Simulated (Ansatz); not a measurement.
**BHLYP/6-31++G(d,p) (Cartesian functions, start density atoms, xc a 0.6) run of C3H10OSi (SMILES C[Si](C)(C)O)**

What is the energy change on altering one bond length of C3H10OSi at BHLYP/6-31++G** (Cartesian functions, start density atoms, xc a 0.6)? 

The results are computed with Ansatz 0.2.0.

7 further runs of the same task are left out: 2 for a known fault of the program, 1 that didn't finish, 4 set aside as unsound or not needed. Runs told in other sessions of the task aren't counted.

### 1 Starting point

C3H10OSi has 15 atoms, charge 0, and is taken as a singlet. SMILES: `C[Si](C)(C)O`. The shape is that of a PBE0-D4/def2-TZVP optimisation. This is one conformer, not always the lowest.

Bond lengths: C1–Si2 1.870 Å, Si2–C3 1.870 Å, Si2–C4 1.861 Å, Si2–O5 1.660 Å, C1–H6 1.094 Å, C1–H7 1.094 Å, C1–H8 1.093 Å, C3–H9 1.094 Å, C3–H10 1.093 Å, C3–H11 1.094 Å, C4–H12 1.093 Å, C4–H13 1.093 Å, C4–H14 1.093 Å, O5–H15 0.957 Å. Some angles: C1–Si2–C3 109.3°, C1–Si2–C4 111.0°, C1–Si2–O5 110.3°, C3–Si2–C4 111.0°, C3–Si2–O5 110.3°, C4–Si2–O5 104.8°, Si2–C1–H6 111.5°, Si2–C1–H7 111.0°, Si2–C1–H8 111.0°, Si2–C3–H9 111.5°.

### 2 Energy and gradient at BHLYP/6-31++G(d,p) (Cartesian functions, start density atoms, xc a 0.6)

input.yaml reads:

```yaml
crystal:
  periodic: [false, false, false]
  atoms:
    - symbol: C
      position_ang: [-1.759880, 0.191150, 0.071540]
    - symbol: Si
      position_ang: [0.089930, 0.200980, -0.204700]
    - symbol: C
      position_ang: [0.959910, 0.370300, 1.442320]
    - symbol: C
      position_ang: [0.639300, -1.339490, -1.093220]
    - symbol: O
      position_ang: [0.516200, 1.448090, -1.213440]
    - symbol: H
      position_ang: [-2.095970, 1.106050, 0.568270]
    - symbol: H
      position_ang: [-2.057470, -0.651720, 0.702020]
    - symbol: H
      position_ang: [-2.296730, 0.107790, -0.876880]
    - symbol: H
      position_ang: [0.664600, 1.288070, 1.959260]
    - symbol: H
      position_ang: [2.044780, 0.393380, 1.311290]
    - symbol: H
      position_ang: [0.718200, -0.468650, 2.101280]
    - symbol: H
      position_ang: [0.405110, -2.234400, -0.510590]
    - symbol: H
      position_ang: [1.717690, -1.322690, -1.268870]
    - symbol: H
      position_ang: [0.142180, -1.426990, -2.062380]
    - symbol: H
      position_ang: [0.312140, 2.338130, -0.925910]
basis:
  gaussian:
    orbitals: "6-31++G**"
hamiltonian:
  xc: {name: BHLYP, parameters: {a: 0.6}}
output:
  forces: true
```

The run is started by

```
$ ansatz run input.yaml --threads 1 --pin off --max-ram 3480MiB --events-out events.jsonl --progress --plain --runs-dir runs
```

Standard output (excerpt; [...] marks lines left out):

```text
Warning: RAYON_NUM_THREADS=1 ignored (pool sized by the plan → 1); use --threads N
Functional definition: BHLYP
  name "BHLYP"
[...]
  with a = 0.6 from the input
1435 factors; integrals over basis functions are off by at most 1.3e-3 eV
[...]
mean field -13198.18541551 eV, -485.0243679688 hartree, gradient 6.1e-5 eV, S^2 0.000000; 0 other end points of the search recorded, 0 dependent functions left out
[...]
reference -13198.18563052 eV, -485.0243758703 hartree; 25, 25 occupied and 134, 134 virtual orbitals, 1435 factors
Total energy: -13198.18563052 eV, -485.0243758703 hartree
Atom 0 at    -1.759880     0.191150     0.071540 Å, force    -0.244239     0.027520     0.027278 eV/Å
Atom 1 at     0.089930     0.200980    -0.204700 Å, force     0.010387    -0.213165     0.007760 eV/Å
Atom 2 at     0.959910     0.370300     1.442320 Å, force     0.118990     0.051528     0.210531 eV/Å
Atom 3 at     0.639300    -1.339490    -1.093220 Å, force     0.067808    -0.208927    -0.107055 eV/Å
Atom 4 at     0.516200     1.448090    -1.213440 Å, force    -0.152979     0.586430     0.225934 eV/Å
Atom 5 at    -2.095970     1.106050     0.568270 Å, force     0.052874    -0.228473    -0.124148 eV/Å
Atom 6 at    -2.057470    -0.651720     0.702020 Å, force     0.061137     0.213668    -0.158191 eV/Å
Atom 7 at    -2.296730     0.107790    -0.876880 Å, force     0.115608     0.024724     0.247459 eV/Å
Atom 8 at     0.664600     1.288070     1.959260 Å, force     0.092106    -0.225893    -0.104265 eV/Å
Atom 9 at     2.044780     0.393380     1.311290 Å, force    -0.268775    -0.000462     0.053525 eV/Å
Atom 10 at     0.718200    -0.468650     2.101280 Å, force     0.068355     0.213965    -0.154608 eV/Å
Atom 11 at     0.405110    -2.234400    -0.510590 Å, force     0.066631     0.199248    -0.158588 eV/Å
Atom 12 at     1.717690    -1.322690    -1.268870 Å, force    -0.273963    -0.016184     0.029183 eV/Å
Atom 13 at     0.142180    -1.426990    -2.062380 Å, force     0.139883     0.011298     0.237626 eV/Å
Atom 14 at     0.312140     2.338130    -0.925910 Å, force     0.146177    -0.435278    -0.232442 eV/Å
Dipole moment:    -0.145276     0.077487     0.277724 e Å
```

Wall time 9.6 s (1 thread of Arm Neoverse V2, shared host); peak memory 0.36 GiB.

### 3 The distorted shape at the same level

input.yaml reads:

```yaml
crystal:
  periodic: [false, false, false]
  atoms:
    - symbol: C
      position_ang: [-1.719068, 0.013141, 0.014034]
    - symbol: Si
      position_ang: [0.130742, 0.022971, -0.262206]
    - symbol: C
      position_ang: [1.000722, 0.192291, 1.384814]
    - symbol: C
      position_ang: [0.680112, -1.517499, -1.150726]
    - symbol: O
      position_ang: [0.557012, 1.270081, -1.270946]
    - symbol: H
      position_ang: [-2.055158, 0.928041, 0.510764]
    - symbol: H
      position_ang: [-2.016658, -0.829729, 0.644514]
    - symbol: H
      position_ang: [-2.255918, -0.070219, -0.934386]
    - symbol: H
      position_ang: [0.705412, 1.110061, 1.901754]
    - symbol: H
      position_ang: [2.085592, 0.215371, 1.253784]
    - symbol: H
      position_ang: [0.759012, -0.646659, 2.043774]
    - symbol: H
      position_ang: [0.445922, -2.412409, -0.568096]
    - symbol: H
      position_ang: [1.758502, -1.500699, -1.326376]
    - symbol: H
      position_ang: [0.182992, -1.604999, -2.119886]
    - symbol: H
      position_ang: [0.312140, 2.338130, -0.925910]
basis:
  gaussian:
    orbitals: "6-31++G**"
hamiltonian:
  xc: {name: BHLYP, parameters: {a: 0.6}}
output:
  forces: true
```

The run is started by

```
$ ansatz run input.yaml --threads 1 --pin off --max-ram 3480MiB --events-out events.jsonl --progress --plain --runs-dir runs
```

Standard output (excerpt; [...] marks lines left out):

```text
Warning: RAYON_NUM_THREADS=1 ignored (pool sized by the plan → 1); use --threads N
[... 2 set-up lines as earlier in the session ...]
[...]
  with a = 0.6 from the input
1437 factors; integrals over basis functions are off by at most 1.3e-3 eV
[...]
mean field -13197.41704802 eV, -484.9961309843 hartree, gradient 1.8e-5 eV, S^2 0.000000; 0 other end points of the search recorded, 0 dependent functions left out
[...]
reference -13197.41726461 eV, -484.9961389438 hartree; 25, 25 occupied and 134, 134 virtual orbitals, 1437 factors
Total energy: -13197.41726461 eV, -484.9961389438 hartree
Atom 0 at    -1.719068     0.013141     0.014034 Å, force    -0.247009    -0.006095     0.039017 eV/Å
Atom 1 at     0.130742     0.022971    -0.262206 Å, force    -0.083710    -0.039030     0.171447 eV/Å
Atom 2 at     1.000722     0.192291     1.384814 Å, force     0.114748     0.017854     0.221524 eV/Å
[...]
Atom 5 at    -2.055158     0.928041     0.510764 Å, force     0.060213    -0.227023    -0.124703 eV/Å
Atom 6 at    -2.016658    -0.829729     0.644514 Å, force     0.049802     0.212154    -0.156479 eV/Å
Atom 7 at    -2.255918    -0.070219    -0.934386 Å, force     0.117208     0.025942     0.246372 eV/Å
Atom 8 at     0.705412     1.110061     1.901754 Å, force     0.088080    -0.225196    -0.110555 eV/Å
Atom 9 at     2.085592     0.215371     1.253784 Å, force    -0.268971     0.000639     0.051545 eV/Å
Atom 10 at     0.759012    -0.646659     2.043774 Å, force     0.073818     0.213554    -0.144440 eV/Å
Atom 11 at     0.445922    -2.412409    -0.568096 Å, force     0.060516     0.206391    -0.147373 eV/Å
Atom 12 at     1.758502    -1.500699    -1.326376 Å, force    -0.275285    -0.020302     0.029255 eV/Å
Atom 13 at     0.182992    -1.604999    -2.119886 Å, force     0.141035     0.007363     0.238953 eV/Å
Atom 14 at     0.312140     2.338130    -0.925910 Å, force     1.265885    -5.792979    -1.747885 eV/Å
Dipole moment:    -0.147769     0.115094     0.277721 e Å
```

It took 9 s on 1 thread of Arm Neoverse V2, shared host; peak memory 0.36 GiB.

### 4 Results

At BHLYP/6-31++G** (Cartesian functions, start density atoms, xc a 0.6):

| quantity | value |
| --- | --- |
| first shape: total energy | -485.02438 Eh |
| first shape: dipole moment | 1.55 D |
| first shape: largest force on an atom | 0.647 eV/Å |
| distorted shape: total energy | -484.99614 Eh |
| distorted shape: dipole moment | 1.61 D |
| distorted shape: largest force on an atom | 6.182 eV/Å |
| energy change with the O5–H15 bond stretched from 0.957 to 1.149 Å | 0.768 eV |

**Reading.** With the O5–H15 bond stretched from 0.957 to 1.149 Å the energy rises by 0.77 eV (17.7 kcal/mol). The first shape isn't relaxed at this level, so the change isn't measured from a minimum. The largest force (first shape) is 0.65 eV/Å: the shape isn't a stationary point for this species at this level. Mulliken charges (first shape) run from -0.78 on C4 to +1.17 on Si2; in a basis this large or diffuse they mean little.
